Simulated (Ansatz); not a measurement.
**CH₅OSn+: single points off equilibrium**

An exercise on one series of results from a longer session: the logs are not shown, and one member is left open.

The runs use Ansatz 0.2.0, Gaussian basis; single points in def2-TZVPP.

Correlated methods freeze the cores. Filled d shells of the heavier atoms are correlated. Core potentials replace the inner electrons past krypton, and spin-orbit coupling is left out.

## Starting geometry

SMILES `[CH2+][O][SnH3]`, 8 atoms, charge 1, spin multiplicity 1.

Atoms are counted from 1 here; the program's logs count them from 0.

Bond lengths: C1–O2 1.285 Å, C1–H4 1.106 Å, C1–H5 1.062 Å, O2–Sn3 2.401 Å, Sn3–H6 1.844 Å, Sn3–H7 1.763 Å, Sn3–H8 1.721 Å. Angles: O2–C1–H4 127.0°, O2–C1–H5 117.6°, H4–C1–H5 115.2°, C1–O2–Sn3 145.5°, O2–Sn3–H6 88.4°, O2–Sn3–H7 99.5°, O2–Sn3–H8 89.9°, H6–Sn3–H7 118.4°, H6–Sn3–H8 118.9°, H7–Sn3–H8 122.0°.

Coordinates:

```xyz
8
CH5OSn
C    -0.32340    0.93650   -1.51230
O    -0.59380    0.24920   -0.46130
Sn    0.31710   -0.89340    1.44410
H    -1.04710    1.37490   -2.22450
H     0.69160    1.19960   -1.67970
H    -0.74420    0.16370    2.51990
H     2.01580   -0.46170    1.25830
H    -0.31760   -2.37930    0.85090
```

The first run:

The input, run/in.yaml:

```yaml
crystal:
  periodic: [false, false, false]
  atoms:
    - {symbol: C, position_ang: [-0.323400, 0.936500, -1.512300]}
    - {symbol: O, position_ang: [-0.593800, 0.249200, -0.461300]}
    - {symbol: Sn, position_ang: [0.317100, -0.893400, 1.444100]}
    - {symbol: H, position_ang: [-1.047100, 1.374900, -2.224500]}
    - {symbol: H, position_ang: [0.691600, 1.199600, -1.679700]}
    - {symbol: H, position_ang: [-0.744200, 0.163700, 2.519900]}
    - {symbol: H, position_ang: [2.015800, -0.461700, 1.258300]}
    - {symbol: H, position_ang: [-0.317600, -2.379300, 0.850900]}
basis:
  gaussian: {orbitals: def2-TZVPP}
total_charge: 1
correlation: {method: ccsd_t}
output: {forces: true}
```

The command line of these runs was not kept.

Steps of the session up to this table: CCSD(T)/def2-TZVPP; PBE0-D4/def2-TZVPP; wB97M-V/def2-TZVPP; r2SCAN-D4/def2-TZVPP; PBE-D4/def2-TZVPP; BHLYP-D4/def2-TZVPP; B97M-V/def2-TZVPP.

One of the session's tables, all rows but one given; the rest of the session is left out.

```
   method  RMS force component (eV/Å)  angle to CCSD(T) forces (°)
  CCSD(T)                       1.157                    reference
  PBE0-D4                       1.386                          8.0
  wB97M-V                       1.347                          5.3
r2SCAN-D4                       1.260                          5.4
   PBE-D4                           ?                            ?
 BHLYP-D4                       1.546                         10.3
   B97M-V                       1.321                          8.7
```

**Question.** Estimate the row for PBE-D4.

As computed: RMS force component (eV/Å): 1.141; angle to CCSD(T) forces (°): 9.3. In the column «RMS force component (eV/Å)» it is the lowest.
